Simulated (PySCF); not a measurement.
# WOCl₂: structure of the singlet

Where does singlet WOCl₂ go from a T-shaped (ligand arrangement 1) start, is the end point a minimum, and what are its modes, charges and moments?

Program: PySCF 2.14.0. Level of theory: B3LYP, basis W def2-SVP with ECP60, O def2-SVP, Cl def2-SVP, scalar-relativistic core potentials, no spin–orbit coupling, density fitting. These are calculated values, not measurements.

## 1. Where the work starts

4 atoms, charge 0, spin multiplicity 1.

Bond lengths: W1–O2 1.770 Å, W1–Cl3 2.360 Å, W1–Cl4 2.360 Å. Angles: O2–W1–Cl3 88.0°, O2–W1–Cl4 176.0°, Cl3–W1–Cl4 88.0°.

Z-matrix (Å, degrees; charge 0 multiplicity 1):
```
W
O  1 1.7700
Cl 1 2.3600 2 88.00
Cl 1 2.3600 3 88.00 2 180.00
```

## 2. T-shaped (ligand arrangement 1) start, singlet: relaxation

One driver script runs all steps and calls PySCF; scf.py shows how it sets up the SCF of each step. The optimiser is the driver's own. Before each start the driver seeks the lowest SCF state from one or more starting densities and follows internal instabilities, so scf.py alone need not reach the same state.

The program finds Cs symmetry in the start, which this walk keeps. Threshold on the gradient: 0.0003 Eh/bohr, with a further test on the energy change.

scf.py reads:

```python
from pyscf import gto, scf, dft
mol = gto.M(atom='''
W     -0.200769     0.000000    -0.320125
O     -1.969669     0.000000    -0.258325
Cl    -0.200769     0.000000     2.039875
Cl     2.157831     0.000000    -0.237725''',
    basis={'W': 'def2-SVP', 'O': 'def2-SVP', 'Cl': 'def2-SVP'},
    ecp={'W': 'def2-SVP'},
    charge=0, spin=0)
mf = dft.RKS(mol, xc='B3LYP')
mf.grids.atom_grid = (50, 194)
aux = {'W': 'def2-universal-JKFIT', 'O': 'def2-universal-JKFIT', 'Cl': 'def2-universal-JKFIT'}
mf = mf.density_fit(auxbasis=aux)
mf.kernel()
```

The optimiser's trace:

| step | energy (Eh) | change (kJ/mol) | largest symmetric gradient (Eh/bohr) |
| --- | --- | --- | --- |
| 0 | -1062.451635 | 0.00 | 0.07472 |
| 1 | -1062.473428 | -57.22 | 0.05976 |
| 2 | -1062.495179 | -114.33 | 0.07673 |
| 3 | -1062.511434 | -157.00 | 0.03541 |
| 4 | -1062.526601 | -196.82 | 0.04235 |
| 5 | -1062.533170 | -214.07 | 0.04728 |
| 6 | -1062.535422 | -219.98 | 0.02024 |
| 7 | -1062.536566 | -222.99 | 0.00864 |
| 8 | -1062.536904 | -223.87 | 0.00557 |
| 9 | -1062.537036 | -224.22 | 0.00498 |
| 10 | -1062.537080 | -224.34 | 0.00321 |
| 11 | -1062.537123 | -224.45 | 0.00115 |
| 12 | -1062.537132 | -224.47 | 0.00050 |
| 13 | -1062.537133 | -224.47 | 0.00008 |

The walk took 15 s on 4 threads, shared host.

After 13 steps and 224.5 kJ/mol it ends at C2v: W–Cl 2.257 Å (×2), W–O 1.681 Å; Cl–W–Cl 132.3°, Cl–W–O 113.9° (×2).

## 3. Hessian and properties

The point is checked on the finer grid, and tightened if its gradient asks for it. The Hessian and the dipole derivatives come from central differences of analytic gradients, with steps of 0.01 bohr.

Changes to scf.py since step 2:

```diff
@@ -3,4 +3,4 @@
-W     -0.200769     0.000000    -0.320125
-O     -1.969669     0.000000    -0.258325
-Cl    -0.200769     0.000000     2.039875
-Cl     2.157831     0.000000    -0.237725''',
+W     -0.112494    -0.000000    -0.078178
+O     -1.492359    -0.000000    -1.037128
+Cl    -0.540600     0.000000     2.137865
+Cl     1.815243    -0.000000    -1.252040''',
@@ -11 +11 @@
-mf.grids.atom_grid = (50, 194)
+mf.grids.atom_grid = (75, 302)
```

The driver hands on the density of the step before, so the log starts near convergence.

SCF at the final geometry:

```text
init E= -1062.53714240975
  HOMO = -0.240213562917987  LUMO = -0.145618184008672  gap/eV = 2.57407
cycle= 1 E= -1062.53714240919  delta_E= 5.62e-10  |g|= 5.17e-05  |ddm|= 8.19e-05
  HOMO = -0.240203592530556  LUMO = -0.14561018284247  gap/eV = 2.57402
cycle= 2 E= -1062.53714240606  delta_E= 3.13e-09  |g|= 0.000125  |ddm|= 0.000171
  HOMO = -0.240208349953454  LUMO = -0.145613654454741  gap/eV = 2.57405
cycle= 3 E= -1062.53714240974  delta_E= -3.69e-09  |g|= 2.75e-05  |ddm|= 0.000112
  HOMO = -0.240210121223974  LUMO = -0.145615354322816  gap/eV = 2.57405
cycle= 4 E= -1062.53714240991  delta_E= -1.66e-10  |g|= 1.78e-06  |ddm|= 2.29e-05
  HOMO = -0.240210036710722  LUMO = -0.14561527681189  gap/eV = 2.57405
cycle= 5 E= -1062.53714240991  delta_E= 1.82e-12  |g|= 3.02e-08  |ddm|= 2.25e-06
  HOMO = -0.240210038483762  LUMO = -0.145615277664765  gap/eV = 2.57405
Extra cycle  E= -1062.53714240991  delta_E= 2.27e-13  |g|= 6.84e-08  |ddm|= 8.25e-08
converged SCF energy = -1062.53714240991
```

The whole step took 18 s.

Geometry: C2v; W–Cl 2.257 Å (×2), W–O 1.680 Å; Cl–W–Cl 132.3°, Cl–W–O 113.9° (×2).

Harmonic modes (main isotopes):

| symmetry | ω (cm⁻¹) | IR (km/mol) | type |
| --- | --- | --- | --- |
| a1 | 105 | 0.4 | bend |
| b1 | 106 | 2.3 | bend |
| b2 | 231 | 0.0 | bend |
| a1 | 401 | 12.1 | stretch |
| b2 | 436 | 77.2 | stretch |
| a1 | 1065 | 117 | stretch |

No imaginary mode, so this is a minimum.

Constants and moments:

| Item | Value |
| --- | --- |
| Dipole moment | 1.50 D |
| Highest occupied level | -6.54 eV |
| Lowest empty level | -3.96 eV |
| Rotational constants | 0.1713, 0.05658, 0.04253 cm⁻¹ |
| Zero-point energy | 14.0 kJ/mol |
| Principal polarisabilities | 51.7, 55.2, 73.2 bohr³ |
| Atomisation energy without zero-point energy | 1537 kJ/mol |
| Principal traceless quadrupole moments about the centre of mass | -2.10, 0.35, 1.75 D Å |
| Entropy at 298.15 K and 1 bar | 332.7 J/(mol K) |
| Heat capacity Cp at 298.15 K | 70.3 J/(mol K) |
| Enthalpy at 298.15 K above 0 K | 16.67 kJ/mol |
| Rotational symmetry number | 2 |

Charges (e) and bond orders:

| atom | Mulliken | Löwdin | polar tensor | Mayer order to W1 |
| --- | --- | --- | --- | --- |
| W1 | 0.61 | -0.31 | 1.36 | – |
| O2 | -0.24 | -0.05 | -0.58 | 2.34 |
| Cl3,4 | -0.19 | 0.18 | -0.39 | 1.28 |

Outer orbital energies (eV). occupied: -11.96, -11.28, -10.55, -10.43, -10.06, -10.02, -9.80, -6.54; empty: -3.96, -2.69, -1.76, -1.45.

Mulliken populations on W1 (outside its core potential): s 2.89, p 6.30, d 4.08, f 0.11.

## 4. Stability of the closed shell

At the lowest minimum the closed shell is tested against spin polarisation, on the (50, 194) grid. It is unstable: an open-shell solution lies lower. That solution was not followed to a minimum here.

## 5. Summary of results

| quantity | value |
| --- | --- |
| minimum | singlet, C2v (closed shell, unstable towards spin polarisation) |
| geometry | W–Cl 2.257 Å (×2), W–O 1.680 Å; Cl–W–Cl 132.3°, Cl–W–O 113.9° (×2) |
| wavenumbers (cm⁻¹) | 105 (a1), 106 (b1), 231 (b2), 401 (a1), 436 (b2), 1065 (a1) |
| dipole moment | 1.50 D |
| highest occupied, lowest empty level | -6.54, -3.96 eV |
| polar-tensor charge of W1 | +1.36 e |
| zero-point energy | 14.0 kJ/mol |

What this shows: From Cs at the start the molecule goes to a C2v minimum. In the infrared the band at 1065 cm⁻¹ (a1, stretch) leads. Other starts or spin states, not run here, may lie lower. Spin polarisation would lower this closed shell, so its numbers describe a constrained state. With an element this heavy the missing spin–orbit coupling can shift these numbers.

The search up to here took 38 s.
